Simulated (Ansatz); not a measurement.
What does this script print? It uses the Python package of Ansatz (0.2.0).

Script `smear.py`:
```python
# -*- coding: utf-8 -*-
"""How the energy of MoS2 depends on the smearing."""

from dataclasses import dataclass
import csv
import warnings

import ansatz


@dataclass(frozen=True)
class RunConfig:
    dispersion: str = "d4"
    kspacing: float = 0.22


cfg = RunConfig()

warnings.simplefilter("ignore", ansatz.DeckWarning)

lattice = ansatz.Lattice.of(
    (3.227465, 0.0, 0.0),
    (-1.613732, 2.795066, 0.0),
    (0.0, 0.0, 6.312473),
)
sites = [
    ("Mo", (0.0, 0.0, 0.5)),
    ("S", (1 / 3, 2 / 3, 0.255319)),
    ("S", (2 / 3, 1 / 3, 0.744681)),
]
cell = ansatz.Crystal(lattice=lattice)
for symbol, position in sites:
    cell = cell.atom(symbol, position)

calc = (
    cell.calculation()
    .functional(ansatz.Functional.R2SCAN, dispersion=cfg.dispersion)
    .kpoints(spacing=cfg.kspacing)
    .forces()
    .stress()
)

rows = []
for value in [0.25, 0.15, 0.1, 0.05, 0.025]:
    summary = calc.occupations("cold", width=value).run().report
    rows.append((value, summary["free_energy_ev"] / len(summary["lattice"]["sites"]), summary["n_iterations"], sum(summary["stress_gpa"][i][i] for i in range(3)) / 3, max(abs(f) for row in summary["forces_ev_ang"] for f in row), summary["n_kpoints"]))

with open("smear.csv", "w", newline="") as handle:
    writer = csv.writer(handle)
    writer.writerow(["width (eV)", "F/atom (eV)", "iterations", "P (GPa)", "max component (eV/A)", "k-points"])
    writer.writerows([round(v, 5) if isinstance(v, float) else v for v in row] for row in rows)

# the last row is the reference
for row in rows[:-1]:
    shift = 1000 * (row[1] - rows[-1][1])
    print(f"{row[0]}: {shift:+.2f} meV/atom" + ("  (within 1 meV)" if abs(shift) < 1 else ""))
```

```console
$ python smear.py
0.25: -3.06 meV/atom
0.15: -1.59 meV/atom
0.1: -0.80 meV/atom  (within 1 meV)
0.05: -0.18 meV/atom  (within 1 meV)
```

It writes `smear.csv`:
```csv
width (eV),F/atom (eV),iterations,P (GPa),max component (eV/A),k-points
0.25,-2260.57283,7,-1.04313,0.05644,68
0.15,-2260.57136,6,-1.02063,0.05358,68
0.1,-2260.57056,7,-1.02414,0.05232,68
0.05,-2260.56994,7,-1.04427,0.05767,68
0.025,-2260.56977,8,-1.06852,0.06325,68
```

Going from 0.025 to 0.25 eV changes F by -3.1 meV an atom. This scheme is built to cancel the term in the square of the width, but that needs a smooth density of states and a fine mesh, and here a sizeable shift remains. The pressure moves from -1.07 to -1.04 GPa.

What to keep in mind:
- The run is spin-unpolarised.
- Dispersion corrections can be off by several per cent in the lattices of metals, and by several GPa in the pressure at a fixed cell.
- The narrowest width needs the finest mesh, so the last row is no converged reference.
- Pressure is positive in compression.
- The structure comes from a database of computed cells and needn't be a stable or known phase.
- Wall time of the script: 28 s on 1 thread of Intel(R) Xeon(R) Processor @ 2.30GHz, on a shared host, peak memory 0.66 GiB.
